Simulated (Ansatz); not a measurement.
**Ti2Te2P (R-3m): equation of state with a fit in Python**

Where is the equilibrium volume of Ti2Te2P (R-3m), and how stiff is it? A script is to give an equation of state with a fit; the system is Ti2Te2P (R-3m).

Computed with Ansatz 0.2.0 through its Python package. Level of theory: DFT r2SCAN, plane waves, PAW.

## 1. Starting point

It takes space group R-3m (No. 166, trigonal). The conventional cell has a = 3.650 Å, b = 3.650 Å, c = 29.833 Å, α = 90.00°, β = 90.00°, γ = 120.00°. Ti (site symmetry 3m) has 3 P at 2.49 Å and 3 Te at 2.78 Å as nearest neighbours. Te (site symmetry 3m) is surrounded by 3 Ti at 2.78 Å. P (site symmetry -3m) has 6 Ti at 2.49 Å as nearest neighbours.

The script holds or builds the structure itself.

## 2. The script

Input file eos_ti2te2p.py:

```python
'''Bulk modulus of Ti2Te2P from an E(V) curve.'''

import logging
import sys
import warnings

import ansatz as az
import numpy as np
from scipy.optimize import curve_fit

logging.basicConfig(stream=sys.stdout, format='%(levelname)s %(message)s')
logger = logging.getLogger('ansatz_job')
logger.setLevel(logging.INFO)

VECTORS = np.array([
    [1.825179, 1.053768, 9.944457],
    [-1.825179, 1.053768, 9.944457],
    [0.0, -2.107536, 9.944457],
])
SITES = [
    ('Ti', (0.622163, 0.622163, 0.622163)),
    ('Ti', (0.377837, 0.377837, 0.377837)),
    ('Te', (0.228253, 0.228253, 0.228253)),
    ('Te', (0.771747, 0.771747, 0.771747)),
    ('P', (0.0, 0.0, 0.0)),
]


def on_lattice(cell):
    crystal = az.Crystal(lattice=az.Lattice.of(cell))
    for symbol, position in SITES:
        crystal = crystal.atom(symbol, position)
    return crystal

def vinet(v, e0, v0, b0, b1):
    eta = (v / v0) ** (1 / 3)
    return e0 + 2 * b0 * v0 / (b1 - 1) ** 2 * (2 - (5 + 3 * b1 * (eta - 1) - 3 * eta) * np.exp(-1.5 * (b1 - 1) * (eta - 1)))

warnings.simplefilter('ignore', az.DeckWarning)

# uniform scaling of the cell
volumes, energies, pressures = [], [], []
for scale in np.linspace(0.92, 1.08, 7):
    cell = VECTORS * scale ** (1 / 3)
    setup = (
        on_lattice(cell).calculation()
        .eigensolver('auto')
        .mixing('anderson', preconditioner='kerker')
        .functional('r2scan')
        .basis(41 * az.Ry)
        .occupations('cold', width=0.2)
        .kpoints(9, 9, 9)
        .stress()
    )
    rep = setup.run().report
    volumes.append(abs(np.linalg.det(cell)) / len(SITES))
    energies.append(rep['free_energy_ev'] / len(SITES))
    pressures.append(np.trace(rep['stress_gpa']) / 3)
    logger.info(f'V = {volumes[-1]:8.4f} A^3/atom  F = {energies[-1]:.5f} eV/atom  P = {pressures[-1]:8.3f} GPa')

guess = (min(energies), volumes[int(np.argmin(energies))], 0.5, 4.5)
(e0, v0, b0, b1), _ = curve_fit(vinet, np.array(volumes), np.array(energies), p0=guess, maxfev=20000)
logger.info(f'Vinet fit: V0 = {v0:.4f} A^3/atom, B0 = {160.21766 * b0:.1f} GPa, B1 = {b1:.2f}')
print('largest residual', round(1000 * float(np.abs(vinet(np.array(volumes), e0, v0, b0, b1) - energies).max()), 3), 'meV/atom')
```

## 3. The input behind the calls

The package turns the script's settings into the engine's input (first run):

```yaml
crystal:
  lattice:
    - [1.7751487012493055, 1.0248829822269916, 9.671867761013885]
    - [-1.7751487012493055, 1.0248829822269916, 9.671867761013885]
    - [0.0, -2.049765964453983, 9.671867761013885]
  atoms:
    - { symbol: Ti, position: [0.622163, 0.622163, 0.622163] }
    - { symbol: Ti, position: [0.377837, 0.377837, 0.377837] }
    - { symbol: Te, position: [0.228253, 0.228253, 0.228253] }
    - { symbol: Te, position: [0.771747, 0.771747, 0.771747] }
    - { symbol: P, position: [0.0, 0.0, 0.0] }
basis:
  ecutwfc: 557.833418042754
kpoints:
  mp_grid:
    grid: [9, 9, 9]
hamiltonian:
  xc: r2scan
scf:
  mixing:
    algorithm: anderson
    preconditioner: kerker
  occupations:
    method: cold
    width: 0.2
  eigensolver:
    kind: auto
output:
  stress: true
```

## 4. The run

Started as:

```console
python eos_ti2te2p.py
```

**Question.** Where does the minimum lie against the volume typed, and how stiff is the crystal?

The runs gave:

| quantity | value |
| --- | --- |
| runs compared | 7 |
| range of energy | 45.04 meV/atom |
| lowest point, volume (Å³/atom) | 22.952 |
| equilibrium volume (fit) | 22.94 Å³/atom |
| bulk modulus (fit) | 86 GPa |

In words: A third-order Birch-Murnaghan fit through the 7 points (the script's own form differs a little) has its minimum at 22.94 Å³ an atom, 0.0 % below the typed cell, with a bulk modulus of 86 GPa and dB/dP = 4.1. From that minimum the energy rises by 45.0 meV an atom on the compressed side and 35.1 meV on the expanded side. What to keep in mind:
- Shape and fractional positions are held along the curve, so the bulk modulus is an upper value where they are free to relax.
- For a metal this k-point mesh is coarse: on a finer one energies can move by several to tens of meV an atom and pressures by half a GPa or more, differences at one mesh by less.
- Pressure is positive in compression.
- This cell is a computed structure, which may not be the phase found in nature.
